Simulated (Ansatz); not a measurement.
Runs of Ansatz 0.2.0 on GaSb3. The structure is cubic, space group Fm-3m (No. 225). The conventional cell has a = 7.461 Å, b = 7.461 Å, c = 7.461 Å, α = 90.00°, β = 90.00°, γ = 90.00°. Around Sb (site symmetry m-3m) lie 8 Sb at 3.23 Å. Sb (site symmetry -43m) has 4 Sb at 3.23 Å and 4 Ga at 3.23 Å as nearest neighbours. Ga (site symmetry m-3m) is surrounded by 8 Sb at 3.23 Å. The cell comes from a database or a generator and needn't be the stable form of this composition.

```csv
task,level,cell,k mesh,cutoff (eV),share of exact exchange,mesh quality,gap on the mesh (eV),pressure (GPa),relaxed volume (Å³/atom)
relaxation of cell and atoms,BLYP,relaxed,6 × 6 × 6,420,-,not flagged,none,0.0,28.76
single point,HSE06 form with a typed share of exact exchange,as given,4 × 4 × 4,420,0.15,coarse,none,(b),-
single point,HSE06 form with a typed share of exact exchange,as given,4 × 4 × 4,420,0.1,coarse,none,-3.2,-
single point,HSE06 form with a typed share of exact exchange,as given,4 × 4 × 4,420,0.5,coarse,none,-6.9,-
relaxation of cell and atoms,r2SCAN,relaxed,6 × 6 × 6,500,-,not flagged,none,0.0,25.21
single point,HSE06 form with a typed share of exact exchange,as given,4 × 4 × 4,420,0.35,coarse,none,-5.6,-
relaxation of cell and atoms,RPBE,relaxed,6 × 6 × 6,420,-,not flagged,none,0.0,(a)
single point,HSE06 form with a typed share of exact exchange,as given,4 × 4 × 4,420,0,coarse,none,-2.3,-
relaxation of cell and atoms,PBE,relaxed,6 × 6 × 6,420,-,not flagged,none,0.0,25.67
relaxation of cell and atoms,LDA,relaxed,6 × 6 × 6,420,-,not flagged,none,0.0,23.75
relaxation of cell and atoms,revPBE,relaxed,6 × 6 × 6,420,-,not flagged,none,0.0,26.19
relaxation of cell and atoms,PBEsol,relaxed,6 × 6 × 6,420,-,not flagged,none,0.0,24.24
```

Alike in all rows: potentials or basis Ansatz PAW; no spin polarisation; smearing fermi-dirac 0.05 eV.

Q: Estimate the missing entries.

A: (a) 26.40; (b) -3.7.

Caveats: some runs use coarse meshes; the PAW data sets come from PBE, with cores solved anew for the run's functional, which leaves a small shift of forces and pressure (some runs); the plane-wave basis is chosen anew once the cell has moved, so the energies of steps on either side of that aren't comparable (some runs); the thresholds are loose for stress (some runs); the PAW data sets were made with another functional, which shifts forces and pressure a little (some runs).

A k mesh can miss the band edges, and the runs leave out spin-orbit coupling on Ga, Sb.

A gap of «none» marks a metal or a gap under the smearing width.
